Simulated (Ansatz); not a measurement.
# GeH8OSi2: the cost of one run

Method: RKS B3LYP-D4/def2-SVP, in Ansatz 0.2.0.

### Step 1. The starting structure

Bond lengths: O1–Ge2 1.747 Å, Ge2–Si3 2.293 Å, Si3–Si4 2.257 Å, O1–H5 0.985 Å, Ge2–H6 1.555 Å, Ge2–H7 1.572 Å, Si3–H8 1.418 Å, Si3–H9 1.536 Å, Si4–H10 1.408 Å, Si4–H11 1.524 Å, Si4–H12 1.452 Å. Angles (14 of 19 angles, heavy atoms first): O1–Ge2–Si3 107.1°, Ge2–Si3–Si4 110.1°, O1–Ge2–H6 110.9°, O1–Ge2–H7 110.6°, Si3–Ge2–H6 110.2°, Si3–Ge2–H7 109.1°, Ge2–O1–H5 108.7°, Ge2–Si3–H8 111.5°, Ge2–Si3–H9 108.5°, Si4–Si3–H8 111.4°, Si4–Si3–H9 107.8°, Si3–Si4–H10 109.9°, Si3–Si4–H11 104.1°, Si3–Si4–H12 109.1°.

Structure file:

```xyz
12

O    -2.0837    1.2063   -0.5026
Ge   -0.7736    1.4784    0.6210
Si    0.2529   -0.5441    0.9608
Si    1.0898   -1.3245   -0.9851
H    -1.7055    0.9238   -1.3674
H    -1.3056    2.0427    1.9687
H     0.2697    2.4891    0.0213
H    -0.6281   -1.4816    1.5567
H     1.4283   -0.3387    1.9273
H     1.9643   -0.3745   -1.5460
H    -0.1375   -1.5141   -1.8677
H     1.7061   -2.6181   -0.7528
```

### Step 2. Relaxing end A

input.yaml reads:

```yaml
crystal:
  periodic: [false, false, false]
  atoms:
    - { symbol: O, position_ang: [-2.0837, 1.2063, -0.5026] }
    - { symbol: Ge, position_ang: [-0.7736, 1.4784, 0.621] }
    - { symbol: Si, position_ang: [0.2529, -0.5441, 0.9608] }
    - { symbol: Si, position_ang: [1.0898, -1.3245, -0.9851] }
    - { symbol: H, position_ang: [-1.7055, 0.9238, -1.3674] }
    - { symbol: H, position_ang: [-1.3056, 2.0427, 1.9687] }
    - { symbol: H, position_ang: [0.2697, 2.4891, 0.0213] }
    - { symbol: H, position_ang: [-0.6281, -1.4816, 1.5567] }
    - { symbol: H, position_ang: [1.4283, -0.3387, 1.9273] }
    - { symbol: H, position_ang: [1.9643, -0.3745, -1.546] }
    - { symbol: H, position_ang: [-0.1375, -1.5141, -1.8677] }
    - { symbol: H, position_ang: [1.7061, -2.6181, -0.7528] }
basis:
  gaussian: { orbitals: def2-SVP }
hamiltonian:
  xc: b3lyp
  dispersion: d4
relax:
  f_tol: 0.015
  max_steps: 40
```

Launch:

```console
$ ansatz run input.yaml --threads 2 --pin off --max-ram 3072MiB --backend cpu --events-out ev --progress --plain --runs-dir out
```

**Question.** How long does this run take on 2 threads of Intel Xeon 6975P-C (Granite Rapids), shared host, and how much memory does it need?

About 33 s, with a peak of 0.34 GiB.
